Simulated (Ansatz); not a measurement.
# RbLa2Cl2: the cost of one run

Program: Ansatz 0.2.0. Level of theory: DFT PBE, scalar-relativistic, plane waves, PAW. These are calculated values, not measurements.

**1. The starting structure**

Symmetry: I4/mmm, No. 139, tetragonal system. Conventional cell: a = 4.690 Å, b = 4.690 Å, c = 14.798 Å, α = 90.00°, β = 90.00°, γ = 90.00°. Rb (site symmetry 4/mmm) has 2 Cl at 1.88 Å as nearest neighbours. La (site symmetry 4mm) is surrounded by 5 Cl at 3.22 to 3.34 Å. Cl (site symmetry 4mm) is surrounded by 1 Rb at 1.88 Å.

As a file:

```cif
data_structure
_symmetry_space_group_name_H-M 'I4/mmm'
_symmetry_Int_Tables_number 139
_cell_length_a 4.6895
_cell_length_b 4.6895
_cell_length_c 14.7979
_cell_angle_alpha 90.000
_cell_angle_beta 90.000
_cell_angle_gamma 90.000
_cell_volume 325.43
loop_
_atom_site_label
_atom_site_type_symbol
_atom_site_symmetry_multiplicity
_atom_site_Wyckoff_symbol
_atom_site_fract_x
_atom_site_fract_y
_atom_site_fract_z
_atom_site_occupancy
Rb1 Rb 2 a 0.00000 0.00000 0.00000 1
La1 La 4 e 0.00000 0.00000 0.34510 1
Cl1 Cl 4 e 0.00000 0.00000 0.12730 1
```

The cell is invented: species swapped into a database cell of Rb2NiO2 (I4/mmm, No. 139), with La on the Rb sites, Rb on the Ni sites and Cl on the O sites. Its size is a rough estimate.

**2. The guess as it stands, on a coarse mesh**

input.yaml

```yaml
crystal:
  lattice:
    - [-2.34475035, 2.34475035, 7.39896511]
    - [2.34475035, -2.34475035, 7.39896511]
    - [2.34475035, 2.34475035, -7.39896511]
  atoms:
    - { symbol: Rb, position: [0.0, 0.0, 0.0] }
    - { symbol: La, position: [0.34509999, 0.34509999, 0.0] }
    - { symbol: La, position: [0.65490001, 0.65490001, 0.0] }
    - { symbol: Cl, position: [0.12729999, 0.12729999, 0.0] }
    - { symbol: Cl, position: [0.87270001, 0.87270001, 0.0] }
basis:
  ecutwfc: 420
kpoints:
  mp_grid: { grid: [6, 6, 6] }
hamiltonian:
  xc: pbe
scf:
  occupations: { method: gaussian, width: 0.1 }
  lower_state_search: "off"
output:
  forces: true
  stress: true
  eigenvalues: true
```

Run with:

```console
> ansatz run input.yaml --threads 1 --pin off --max-ram 2560MiB --backend cpu --events-out ev --progress --plain --runs-dir out
```

**Question.** How long does this run take on 1 thread of Arm Neoverse V2, shared host, and how much memory does it need?

About 11 s, with a peak of 0.44 GiB.
